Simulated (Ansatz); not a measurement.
# CH4Si (SMILES C[SiH]): r2SCAN/def2-TZVP

Aim: the electronic atomisation energy of CH4Si at r2SCAN/def2-TZVP, from 4 runs. 

Program for the calculation: Ansatz 0.2.0.

44 further runs of the same task are left out: 44 set aside as unsound or not needed.

## Step 1: The system as given

CH4Si has 6 atoms, charge 0, and is taken as a singlet. SMILES: `C[SiH]`. The coordinates come from a PBE0-D4/def2-TZVP relaxation.

Bond lengths: C1–Si2 1.892 Å, C1–H3 1.098 Å, C1–H4 1.091 Å, C1–H5 1.098 Å, Si2–H6 1.531 Å. Angles: C1–Si2–H6 94.2°, Si2–C1–H3 109.7°, Si2–C1–H4 113.8°, Si2–C1–H5 109.5°, H3–C1–H4 109.0°, H3–C1–H5 105.5°, H4–C1–H5 109.0°.

## Step 2: The energy at r2SCAN/def2-TZVP

job.yaml

```yaml
crystal:
  periodic: [false, false, false]
  atoms:
    - {symbol: C, position_ang: [-0.093500, -0.366000, -0.370300]}
    - {symbol: Si, position_ang: [0.917300, 0.209800, 1.122300]}
    - {symbol: H, position_ang: [-1.156900, -0.410100, -0.102200]}
    - {symbol: H, position_ang: [0.215000, -1.335600, -0.763000]}
    - {symbol: H, position_ang: [-0.024000, 0.382000, -1.170800]}
    - {symbol: H, position_ang: [0.142200, 1.520000, 1.284000]}
basis:
  gaussian:
    orbitals: def2-TZVP
hamiltonian:
  xc: r2scan
accuracy: high
output: {orbitals: {seedname: orbitals}}
```

Launch:

```sh
$ ansatz run job.yaml --threads 1 --pin off --max-ram 3480MiB --events-out events.jsonl --progress --plain --runs-dir runs
```

Standard output:

```text
Warning: RAYON_NUM_THREADS=1 ignored (pool sized by the plan → 1); use --threads N
Functional definition: r2SCAN
  name "r2SCAN"
  parameter k0 = 0.174
  parameter k1 = 0.065
  parameter a1 = 4.9479
  exchange = r2scan_x(k0 = k0, k1 = k1, a1 = a1)
  correlation = r2scan_c
1657 factors; integrals over basis functions are off by at most 3.7e-9 eV
mean field evaluation 1: about -8969.5575 eV, gradient 5.7e1 eV
mean field evaluation 2: about -8958.0082 eV, gradient 7.8e1 eV
mean field evaluation 4: about -8976.9730 eV, gradient 2.6e0 eV
mean field evaluation 8: about -8976.9896 eV, gradient 1.3e-1 eV
mean field evaluation 16: about -8976.9896 eV, gradient 2.9e-5 eV
mean field -8976.98961298 eV, -329.8982834549 hartree, gradient 2.1e-8 eV, S^2 0.000000; 0 other end points of the search recorded, 0 dependent functions left out
reference -8976.98961370 eV, -329.8982834814 hartree; 12, 12 occupied and 80, 80 virtual orbitals, 1657 factors
Total energy: -8976.98961370 eV, -329.8982834814 hartree
```

It took 8.1 s on 1 thread of Arm Neoverse V2, shared host; peak memory 0.22 GiB.

## Step 3: The C atom, same level

molecule.yaml

```yaml
crystal:
  periodic: [false, false, false]
  atoms:
    - {symbol: C, position_ang: [0.000000, 0.000000, 0.000000]}
basis:
  gaussian:
    orbitals: def2-TZVP
magnetization:
  spin_polarized: true
  initial_magnetization: 2
hamiltonian:
  xc: {name: r2SCAN}
accuracy: high
```

Run the same way, it converges to -37.83292 Eh (log not shown).

## Step 4: The H atom, same level

molecule.yaml

```yaml
crystal:
  periodic: [false, false, false]
  atoms:
    - symbol: H
      position_ang: [0.000000, 0.000000, 0.000000]
basis:
  gaussian: {orbitals: def2-TZVP}
magnetization: {spin_polarized: true, initial_magnetization: 1}
hamiltonian: {xc: {name: r2SCAN}}
accuracy: high
```

Launch:

```sh
$ ansatz run molecule.yaml --threads 1 --pin off --max-ram 3480MiB --events-out events.jsonl --progress --plain --runs-dir runs
```

Standard output, shortened:

```text
Warning: RAYON_NUM_THREADS=1 ignored (pool sized by the plan → 1); use --threads N
[... 7 set-up lines as earlier in the session ...]
21 factors; integrals over basis functions are off by at most 4.9e-8 eV
mean field evaluation 1: about -13.6045 eV, gradient 1.6e-1 eV
mean field evaluation 2: about -13.6035 eV, gradient 1.5e-1 eV
mean field evaluation 4: about -13.6037 eV, gradient 3.7e-3 eV
mean field evaluation 8: about -13.6037 eV, gradient 1.0e-8 eV
mean field -13.60369385 eV, -0.4999265281 hartree, gradient 5.5e-10 eV, S^2 0.750000; 0 other end points of the search recorded, 0 dependent functions left out
reference -13.60369505 eV, -0.4999265723 hartree; 1, 0 occupied and 5, 6 virtual orbitals, 21 factors
Total energy: -13.60369505 eV, -0.4999265723 hartree
```

Run time: 0.4 s. Hardware: 1 thread of Arm Neoverse V2, shared host.

## Step 5: The Si atom

input.yaml

```yaml
crystal:
  periodic: [false, false, false]
  atoms:
    - {symbol: Si, position_ang: [0.000000, 0.000000, 0.000000]}
basis:
  gaussian:
    orbitals: def2-TZVP
magnetization:
  spin_polarized: true
  initial_magnetization: 2
hamiltonian:
  xc: r2scan
accuracy: high
```

Run the same way, it converges to -289.34121 Eh (log not shown).

## Step 6: What came out

Level: r2SCAN/def2-TZVP.

| quantity | value |
| --- | --- |
| molecule: total energy | -329.89828 Eh |
| molecule: HOMO energy | -5.45 eV |
| molecule: LUMO energy | -3.25 eV |
| molecule: HOMO–LUMO gap | 2.20 eV |
| C atom: total energy | -37.83292 Eh |
| C atom: ⟨S²⟩ | 2.006 |
| H atom: total energy | -0.49993 Eh |
| H atom: ⟨S²⟩ | 0.750 |
| Si atom: total energy | -289.34121 Eh |
| Si atom: ⟨S²⟩ | 2.010 |
| electronic atomisation energy | 19.713 eV |

**Reading.** Taking the molecule apart into free atoms costs 19.71 eV (1902 kJ/mol), before zero-point energy and without spin-orbit coupling.
